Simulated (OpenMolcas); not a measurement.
# V²⁺ among point charges: CASSCF and CASPT2 levels and susceptibility

How does a field of 6 point charges split the states of V²⁺, and what χT follows?

Method: state-averaged CASSCF and CASPT2, spin-orbit coupling by RASSI with atomic mean-field integrals. Code: OpenMolcas 26.06.

## Step 1: The system

| Item | Value |
| --- | --- |
| Species | V²⁺ (vanadium, Z = 23, 21 electrons) |
| Basis | ANO-RCC-VTZP [6s5p3d2f1g], 59 functions |
| Scalar Hamiltonian | DKH2, point nucleus |
| Inactive shells | 1s 2s 2p 3s 3p |
| Active space | 3 electrons in 5 orbitals (3d) |
| Some configurations of this space | 3d3 |
| Orbitals | optimised for each spin and parity, averaged over all roots |

The outer shells:

3d3
```
3d [↑ ][↑ ][↑ ][  ][  ]
```

The ion sits among 6 point charges of -1 e arranged as a tetragonal octahedron (D4h), 2.28 Å from the ion, with the axial distance 2.143 Å.

The work runs as a chain of OpenMolcas steps in one folder; each step below is one input file. Labels, J, g values, rates, χT and fits are worked out afterwards by a script from the matrices that RASSI stores. The input lists half of the charges; inversion (Group=XYZ) makes the rest.

## Step 2: GATEWAY and SEWARD: basis and integrals

File a.inp:

```
&GATEWAY
Coord
1

V 0.0 0.0 0.0
Basis=ANO-RCC-VTZP
Group=XYZ
NoMove
AngMom=0.0 0.0 0.0
AMFI
XField
3 Angstrom 0
2.280000 0.000000 0.000000 -1.000000
0.000000 2.280000 0.000000 -1.000000
0.000000 0.000000 2.143200 -1.000000
&SEWARD
```

## Step 3: CASSCF: quartets of even parity, 10 roots

File a.inp:

```
&RASSCF
FileOrb=start.orb
Symmetry=1
Spin=4
nActEl=3 0 0
Inactive=3 6
Ras2=5 0
CIRoot=10 10 1
SDav=10
CIMx=300
Iter=120 100
PrWF=0.3
OrbListing=Nothing
MaxOrb=0
>>> COPY $Project.JobIph JOB001
```

start.orb holds the contracted functions of the basis, ordered by shell, or the orbitals of the step before.

## Step 4: CASSCF: doublets of even parity, 40 roots

File a.inp:

```
&RASSCF
FileOrb=start.orb
Symmetry=1
Spin=2
nActEl=3 0 0
Inactive=3 6
Ras2=5 0
CIRoot=40 40 1
SDav=40
CIMx=300
Iter=120 100
PrWF=0.3
OrbListing=Nothing
MaxOrb=0
>>> COPY $Project.JobIph JOB002
```

## Step 5: State interaction with spin-orbit coupling

File a.inp:

```
&RASSI
NrOfJobIphs=2 10 40
1 2 3 4 5 6 7 8 9 10
1 2 3 4 5 6 7 8 9 10 11 12 13 14 15 16 17 18 19 20 21 22 23 24 25 26 27
28 29 30 31 32 33 34 35 36 37 38 39 40
IphNames
JOB001
JOB002
EJob
SpinOrbit
DIPRint=1.0
SOCoupling=1000.0
Subsets=2
Property=9
'ANGMOM' 1 'ANGMOM' 2 'ANGMOM' 3 'MLTPL  1' 1 'MLTPL  1' 2 'MLTPL  1' 3
'AMFI' 1 'AMFI' 2 'AMFI' 3
SOProperty=3
'ANGMOM' 1 'ANGMOM' 2 'ANGMOM' 3
```

## Step 6: CASPT2: IPEA 0.25, imaginary shift 0.1 (closed shells correlated: 3s 3p)

File a.inp:

```
>>> COPY JOB001 $Project.JobIph
&CASPT2
Multistate=10 1 2 3 4 5 6 7 8 9 10
NoMult
Frozen=2 3
IPEA=0.25
Imaginary=0.1
MaxIter=60
WThr=0.0 0.3 0.05
PrWF=0.5
NoMix
>>> COPY JOB002 $Project.JobIph
&CASPT2
Multistate=40 1 2 3 4 5 6 7 8 9 10 11 12 13 14 15 16 17 18 19 20 21 22
23 24 25 26 27 28 29 30 31 32 33 34 35 36 37 38 39 40
NoMult
Frozen=2 3
IPEA=0.25
Imaginary=0.1
MaxIter=60
WThr=0.0 0.3 0.05
PrWF=0.5
NoMix
```

(Steps that only read results are left out.)

Q: Predict the outcome of this session. Wanted: spin-free ground state; first state of the same spin within the active space; lowest level; next level.

**Answer**, as computed:

```
                                            quantity                                                                        value
                                              method  SS-CASPT2, IPEA 0.25, imaginary shift 0.1 (closed shells correlated: 3s 3p)
                              spin-free ground state                                              4B1, 1-fold in its orbital part
first state of the same spin within the active space                                                             4B2 at 2530 cm⁻¹
                                        lowest level                                            2-fold E1/2, g = 0.00, 0.00, 5.43
                                          next level                                                                     0.4 cm⁻¹
                                         χT at 300 K                                                               1.78 cm³ K/mol
                           effective moment at 300 K                                                                      3.77 μB
```

Cost by method:

| method | time of its own steps | time with the reference |
| --- | --- | --- |
| A. CASSCF | 22 s | 22 s |
| B. SS-CASPT2, IPEA 0.25, imaginary shift 0.1, +3s 3p | 15 s | 37 s |

Times are of one thread on a shared host.

**Reading.** The spin-free ground state (4B1) comes to 100 % from free-ion F terms and keeps the highest spin of the shell. χT at 300 K is 1.78, against 1.88 cm³ K/mol for the spin alone; near agreement at one temperature doesn't show that the orbital moment is quenched. The field of point charges can differ much from that of real complexes. Point charges carry no covalency, so the field is a model and not that of real ligands.
